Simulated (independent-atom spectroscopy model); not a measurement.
# Angle-resolved XPS of GaN on Al2O3

Aim: the ratio of the Ga 2p3/2 peak of the film to the O 1s peak of the substrate as the sample is tilted.

Method: angle-resolved photoelectron peak ratio of a uniform film on a substrate: exponential attenuation with lengths from TPP-2M (nominal gaps) and the elastic albedo, Dirac-Hartree-Slater cross sections, magic-angle geometry; computed with independent-atom spectroscopy model, version 2.

**1. The sample**

2.7 nm of GaN (5.7 g/cm³) on Al2O3 (3.95 g/cm³).

**2. Calculation**

Settings:

```json
{
  "film": "GaN",
  "film_density": 5.7,
  "base": "Al2O3",
  "base_density": 3.95,
  "photon_energy": 1486.7,
  "film_peak": "Ga 2p3/2",
  "base_peak": "O 1s",
  "thickness": 2.7,
  "emission_angle": [0, 10, 20, 30, 40, 45, 50, 55]
}
```

Units: film_density in g/cm³, base_density in g/cm³, photon_energy in eV, thickness in nm, emission_angle in degrees.

Q: Predict the outcome of this session. Wanted: ratio at normal emission; ratio at 55°.

As calculated:

| quantity | value |
| --- | --- |
| ratio at normal emission | 8.45 |
| ratio at 55° | 31.5 |
| attenuation length of the substrate peak in the film | 1.55 nm |
| thickness over that length | 1.74 |

What this shows: The film is 1.7 attenuation lengths thick, so 18 % of the substrate's signal gets out at 0°. Tilting to 55° lengthens the path by 1/cos θ and raises the ratio 3.7-fold. Islands, roughness and grazing exit, where elastic scattering matters more, are outside the model.
